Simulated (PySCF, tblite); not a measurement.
# C5H12BFSi2: geometry, infrared bands and NMR shifts

Wanted: the infrared bands and NMR shifts of C5H12BFSi2 (`CC1=C[C@@H]1[Si@H](BF)C[SiH3]`), by calculation.

Computed with tblite 0.8.0 and PySCF 2.14.0, with density-fitted response routines of our own, on a single molecule in the gas phase. Atoms are numbered from 0 throughout.

## (1) The starting structure

21 atoms, charge 0, multiplicity 1; geometry from: force field or distance geometry start.

Bonds of the start (Å): C0–C1 1.47, C1–C2 1.35, C2–C3 1.49, C3–Si4 1.88, Si4–B5 1.92, B5–F6 1.46, Si4–C7 1.84, C7–Si8 1.85, C3–C1 1.50, C0–H9 1.11, C0–H10 1.11, C0–H11 1.11, C2–H12 1.07, C3–H13 1.10, Si4–H14 1.48, B5–H15 1.20, C7–H16 1.12, C7–H17 1.12, Si8–H18 1.48, Si8–H19 1.46, Si8–H20 1.47.

## (2) Optimising the geometry with GFN2-xTB

The job: settings as JSON, then the geometry in Å.

```
{"job": {"kind": "relax", "xc": "GFN2-xTB", "basis": "xTB"}, "charge": 0, "multiplicity": 1}
C     -3.557700     0.296200    -0.367600
C     -2.293300    -0.454600    -0.456700
C     -1.604500    -1.602000    -0.315300
C     -0.822100    -0.409200    -0.758300
Si     0.318500     0.185900     0.609700
B      0.693800     2.059000     0.421000
F      1.024500     2.568900    -0.906500
C      1.806000    -0.895700     0.597300
Si     3.356200    -0.117600    -0.039900
H     -4.397800    -0.343300    -0.018100
H     -3.783800     0.731300    -1.366600
H     -3.430900     1.126700     0.358500
H     -1.611200    -2.644800    -0.068100
H     -0.481800    -0.355500    -1.797700
H     -0.399400    -0.039800     1.882500
H      0.147900     2.844100     1.147000
H      1.990200    -1.242200     1.648500
H      1.597100    -1.817300     0.004300
H      4.045900     0.546400     1.089800
H      3.149600     0.776500    -1.172500
H      4.243500    -1.195900    -0.491700
```

The run is started by

```console
$ OMP_NUM_THREADS=1 python probes_run.py task.json out
```

The driver reads the jobs from task.json and runs them one after another.

**Question.** This job is followed by: GFN2-xTB harmonic vibrations, gas phase; GIAO PBE0/pcSseg-1 NMR shielding, non-relativistic, gas phase. Predict these results of the whole session: strongest single infrared mode (GFN2-xTB); zero-point energy (GFN2-xTB); 13C shifts against TMS (PBE0/pcSseg-1); 1H shifts against TMS (PBE0/pcSseg-1, means over atoms taken as alike); 29Si shifts against TMS (PBE0/pcSseg-1); 11B shifts against BF3·OEt2 (PBE0/pcSseg-1); 19F shifts against CFCl3 (PBE0/pcSseg-1).

**Answer**, as computed:

| quantity | value |
| --- | --- |
| strongest single infrared mode (GFN2-xTB) | 2096 cm⁻¹, 424 km/mol |
| zero-point energy (GFN2-xTB) | 92.2 kcal/mol |
| 13C shifts against TMS (PBE0/pcSseg-1) | 130.2, 109.0, 15.8, 9.3, -12.6 ppm |
| 1H shifts against TMS (PBE0/pcSseg-1, means over atoms taken as alike) | 6.74, 6.68, 4.06, 3.59, 2.34, 0.77, 0.02, -0.21 ppm |
| 29Si shifts against TMS (PBE0/pcSseg-1) | -41.6, -75.8 ppm |
| 11B shifts against BF3·OEt2 (PBE0/pcSseg-1) | 75.5 ppm |
| 19F shifts against CFCl3 (PBE0/pcSseg-1) | 64.4 ppm |

In words: Over 171 steps the energy fell by 0.866 eV; of the close pairs, B5–F6 changed most, 1.460 to 1.319 Å. The lowest mode is slightly imaginary (18i cm⁻¹), a soft motion within the noise of the Hessian, so the minimum is not strictly shown. The strongest single mode, at 2096 cm⁻¹, moves mainly H14. GFN2-xTB is a fitted tight-binding method: band positions and strengths are rough. Its intensities can rank the bands wrongly. At PBE0/pcSseg-1: The largest span, 734 ppm, is at F6, where the paramagnetic term is -364 ppm.
